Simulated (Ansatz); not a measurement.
# Co3Ge2: the cost of one run

Program: Ansatz 0.2.0. Level of theory: DFT PBEsol, scalar-relativistic, plane waves, PAW. These are calculated values, not measurements.

1 further run of the same task is left out (set aside as unsound or not needed).

## 1. The structure to begin with

The structure is hexagonal, space group P-6m2 (No. 187). Conventional cell: a = 3.873 Å, b = 3.873 Å, c = 4.796 Å, α = 90.00°, β = 90.00°, γ = 120.00°. Co (site symmetry 3m) has 5 Co at 2.32 to 2.55 Å and 6 Ge at 2.52 to 2.55 Å as nearest neighbours. Co (site symmetry -6m2) is surrounded by 5 Ge at 2.24 to 2.40 Å and 6 Co at 2.55 Å. Around Ge (site symmetry -6m2) lie 8 Co at 2.40 to 2.52 Å. Ge (site symmetry -6m2) has 9 Co at 2.24 to 2.55 Å as nearest neighbours.

As a file:

```
CELL_PARAMETERS angstrom
3.87313 0.00000 0.00000
-1.93657 3.35423 0.00000
0.00000 0.00000 4.79560
ATOMIC_POSITIONS crystal
Co 0.66667 0.33333 0.24229
Co 0.66667 0.33333 0.75771
Co 0.00000 0.00000 0.50000
Ge 0.00000 0.00000 0.00000
Ge 0.33333 0.66667 0.50000
```

It goes back to an entry of the Materials Project, which need not be the stable form.

This cell was relaxed beforehand with the same method: volume 12.46 Å³/atom, gap on the mesh none (metal), site moments up to 0.8 μB.

## 2. Tight relaxation for the response runs, with the smearing for a metal

The response runs start from a cell at rest, found with their own mesh and filling of the bands.

The input, input.yaml:

```yaml
crystal:
  lattice:
    - [3.87313298, 0.0, 0.0]
    - [-1.93656649, 3.3542315529, 0.0]
    - [0.0, 0.0, 4.7956043962]
  atoms:
    - { symbol: Co, position: [0.6666666667, 0.3333333333, 0.2422894039], spin: 0.86 }
    - { symbol: Co, position: [0.6666666667, 0.3333333333, 0.7577105961], spin: 0.86 }
    - { symbol: Co, position: [0.0, 0.0, 0.5], spin: 0.44 }
    - { symbol: Ge, position: [0.0, 0.0, 0.0] }
    - { symbol: Ge, position: [0.3333333333, 0.6666666667, 0.5] }
basis:
  ecutwfc: 420
kpoints:
  mp_grid: { grid: [12, 12, 8] }
hamiltonian:
  xc: pbesol
scf:
  occupations: { method: gaussian, width: 0.2 }
output:
  forces: true
  stress: true
  eigenvalues: true
  populations: true
magnetization:
  spin_polarized: true
relax:
  adjacent_minimum: "off"
  f_tol: 0.001
  max_steps: 60
  cell: { stress_tol: 0.01 }
```

Started as:

```bash
$ ansatz run input.yaml --threads 2 --pin off --max-ram 6144MiB --backend cpu --events-out ev --progress --plain --runs-dir out
```

Q: Estimate wall time and peak memory on 2 threads of Intel Xeon Platinum 8375C at 2.90GHz (Ice Lake), shared host.

About 3.2 min, with a peak of 0.76 GiB.
